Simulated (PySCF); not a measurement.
# MoF2: singlet, from a bent start

Aim: relax MoF2 as a singlet from a hand-made bent geometry, check by its vibrations whether the end is a minimum, and collect its spectrum and constants.

Program: PySCF 2.14.0. Level of theory: PBE0, basis Mo def2-TZVP with ECP28, F def2-TZVP, scalar-relativistic core potentials, no spin–orbit coupling, density fitting. These are calculated values, not measurements.

**1. Starting geometry**

3 atoms, charge 0, spin multiplicity 1.

Bond lengths: Mo1–F2 2.020 Å, Mo1–F3 2.020 Å. Angles: F2–Mo1–F3 110.0°.

Z-matrix (Å, degrees; charge 0 multiplicity 1):
```
Mo
F  1 2.0200
F  1 2.0200 2 110.00
```

**2. Relaxing the singlet from the bent start**

One driver script runs all steps and calls PySCF; scf.py shows how it sets up the SCF of each step. The optimiser is the driver's own. Before each start the driver seeks the lowest SCF state from one or more starting densities and follows internal instabilities, so scf.py alone need not reach the same state.

The program finds C2v symmetry in the start, which this walk keeps.

File scf.py:

```python
from pyscf import gto, scf, dft
mol = gto.M(atom='''
Mo     0.000000     0.000000    -0.323932
F      1.654700    -0.000000     0.834668
F     -1.654700     0.000000     0.834668''',
    basis={'Mo': 'def2-TZVP', 'F': 'def2-TZVP'},
    ecp={'Mo': 'def2-TZVP'},
    charge=0, spin=0)
mf = dft.RKS(mol, xc='PBE0')
mf.grids.atom_grid = (50, 194)
aux = {'Mo': 'def2-universal-JKFIT', 'F': 'def2-universal-JKFIT'}
mf = mf.density_fit(auxbasis=aux)
mf.kernel()
```

Energy and gradient, step by step:

| step | energy (Eh) | change (kJ/mol) | largest symmetric gradient (Eh/bohr) |
| --- | --- | --- | --- |
| 0 | -267.692321 | 0.00 | 0.08668 |
| 1 | -267.724166 | -83.61 | 0.04170 |
| 2 | -267.730507 | -100.26 | 0.02408 |
| 3 | -267.733610 | -108.40 | 0.00682 |
| 4 | -267.733808 | -108.92 | 0.00237 |
| 5 | -267.733838 | -109.00 | 0.00018 |
| 6 | -267.733837 | -109.00 | 0.00001 |

The walk ran for 5.6 s (4 threads, shared host).

After 6 steps and 109.0 kJ/mol it ends at C2v: Mo–F 1.812 Å (×2); F–Mo–F 141.7°.

**3. Vibrations and properties at this point**

The point is checked on the finer grid, and tightened if its gradient asks for it. The Hessian and the dipole derivatives come from central differences of analytic gradients, with steps of 0.01 bohr.

scf.py: that of step 2 with these lines changed.

```diff
@@ -3,3 +3,3 @@
-Mo     0.000000     0.000000    -0.323932
-F      1.654700    -0.000000     0.834668
-F     -1.654700     0.000000     0.834668''',
+Mo     0.000000    -0.000000    -0.159602
+F      1.714887    -0.000000     0.424606
+F     -1.714887     0.000000     0.424606''',
@@ -10 +10 @@
-mf.grids.atom_grid = (50, 194)
+mf.grids.atom_grid = (75, 302)
```

The driver hands on the density of the step before, so the log starts near convergence.

SCF at the final geometry:

```text
init E= -267.733545704254
  HOMO = -0.22547003880257  LUMO = -0.152750200320568  gap/eV = 1.97881
cycle= 1 E= -267.733545703847  delta_E= 4.07e-10  |g|= 6.64e-05  |ddm|= 7.98e-05
  HOMO = -0.225479243091108  LUMO = -0.152763484131412  gap/eV = 1.97870
cycle= 2 E= -267.733545701054  delta_E= 2.79e-09  |g|= 0.000146  |ddm|= 0.000121
  HOMO = -0.225473764805155  LUMO = -0.152755086388634  gap/eV = 1.97878
cycle= 3 E= -267.733545704696  delta_E= -3.64e-09  |g|= 5.12e-06  |ddm|= 7.91e-05
  HOMO = -0.225473611133648  LUMO = -0.152754613368391  gap/eV = 1.97878
cycle= 4 E= -267.733545704724  delta_E= -2.84e-11  |g|= 4.38e-06  |ddm|= 1.84e-05
  HOMO = -0.225474154709012  LUMO = -0.152755130901742  gap/eV = 1.97879
Extra cycle  E= -267.733545704744  delta_E= -1.95e-11  |g|= 5.82e-06  |ddm|= 1.98e-05
converged SCF energy = -267.733545704744
```

The whole step took 12 s.

Geometry: C2v; Mo–F 1.812 Å (×2); F–Mo–F 142.4°.

Harmonic modes (main isotopes):

| symmetry | ω (cm⁻¹) | IR (km/mol) | μ (u) |
| --- | --- | --- | --- |
| a1 | 125 | 5.1 | 23.46 |
| a1 | 682 | 34.5 | 19.69 |
| b2 | 748 | 212 | 23.99 |

No imaginary mode, so this is a minimum.

Properties at this point:

```yaml
Dipole_moment: 0.92 D
Highest_occupied_level: -6.14 eV
Lowest_empty_level: -4.16 eV
Rotational_constants: 1.804, 0.1509, 0.1392 cm⁻¹
Zero-point_energy: 9.3 kJ/mol
Principal_polarisabilities: 45.7, 53.1, 56.0 bohr³
Atomisation_energy_without_zero-point_energy: 727 kJ/mol
Principal_traceless_quadrupole_moments_about_the_centre_of_mass: -3.98, 0.70, 3.28 D Å
Entropy_at_298.15_K_and_1_bar: 276.8 J/(mol K)
Heat_capacity_Cp_at_298.15_K: 48.0 J/(mol K)
Enthalpy_at_298.15_K_above_0_K: 12.28 kJ/mol
Rotational_symmetry_number: 2
```

Charges (e) and bond orders:

| atom | Mulliken | Löwdin | polar tensor | Mayer order to Mo1 |
| --- | --- | --- | --- | --- |
| Mo1 | 0.86 | 0.46 | 1.14 | – |
| F2,3 | -0.43 | -0.23 | -0.57 | 1.00 |

Outer orbital energies (eV). occupied: -14.87, -13.88, -13.50, -12.96, -12.90, -12.81, -7.18, -6.14; empty: -4.16, -3.26, -2.87, -0.58.

Mulliken populations on Mo1 (outside its core potential): s 3.07, p 6.14, d 3.88, f 0.04.

**4. Would spin polarisation lower it?**

At the lowest minimum the closed shell is tested against spin polarisation, on the (50, 194) grid. It is unstable: an open-shell solution lies lower. That solution was not followed to a minimum here.

**5. Results**

| quantity | value |
| --- | --- |
| minimum | singlet, C2v (closed shell, unstable towards spin polarisation) |
| geometry | Mo–F 1.812 Å (×2); F–Mo–F 142.4° |
| wavenumbers (cm⁻¹) | 125 (a1), 682 (a1), 748 (b2) |
| dipole moment | 0.92 D |
| highest occupied, lowest empty level | -6.14, -4.16 eV |
| polar-tensor charge of Mo1 | +1.14 e |
| zero-point energy | 9.3 kJ/mol |

In words: The bent start keeps its C2v symmetry and ends in a minimum. The strongest infrared band lies at 748 cm⁻¹ (b2, stretch). Only this shape and spin were tried, so other structures or states may lie lower. A stability analysis at the minimum finds the closed shell unstable towards spin polarisation: an open-shell solution lies lower, and these values are not those of the lowest state.

The search up to here took 26 s.
